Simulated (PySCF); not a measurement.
# C2H9NSi2: the cost of one run

The runs use PySCF 2.14.0, with density-fitted response routines of our own; the level of theory stands in each step. All values are computed, except where a source is named. Atoms are numbered from 0 throughout.

## (1) The starting structure

14 atoms, charge 0, multiplicity 1; geometry from: PBE0-D3(BJ)/def2-SVP.

Bonds of the start (Å): C0–N1 1.26, N1–Si2 1.76, Si2–Si3 2.34, Si3–C4 1.88, C0–H5 1.11, C0–H6 1.11, Si2–H7 1.49, Si2–H8 1.51, Si3–H9 1.50, Si3–H10 1.50, C4–H11 1.10, C4–H12 1.10, C4–H13 1.10.

## (2) Nuclear shieldings: PBE0/6-31G*

The job: settings as JSON, then the geometry in Å.

```
{"job": {"kind": "nmr", "xc": "PBE0", "basis": "6-31G*", "pop": true}, "charge": 0, "multiplicity": 1}
C     -2.586930     0.984940     0.111470
N     -1.598144     0.311859    -0.290861
Si    -0.905639    -1.092822     0.517168
Si     1.236962    -0.404113     1.174550
C      2.128758     0.331089    -0.311743
H     -3.184014     0.749138     1.019657
H     -2.920732     1.879554    -0.447690
H     -0.824207    -2.188469    -0.495540
H     -1.742995    -1.570865     1.673858
H      1.085188     0.621176     2.257375
H      1.993756    -1.562209     1.750606
H      2.302104    -0.438823    -1.078884
H      1.506991     1.121388    -0.758943
H      3.099941     0.762627    -0.026154
```

Level: GIAO PBE0/6-31G* NMR shielding, non-relativistic, gas phase.

On the command line:

```bash
$ OMP_NUM_THREADS=1 python probes_run.py task.json out
```

The driver reads the jobs from task.json and runs them one after another.

**Question.** How long does this first job take on 1 thread of Arm Neoverse V1, shared host, and how much memory does it need?

About 9.8 s, with a peak of 0.55 GiB.
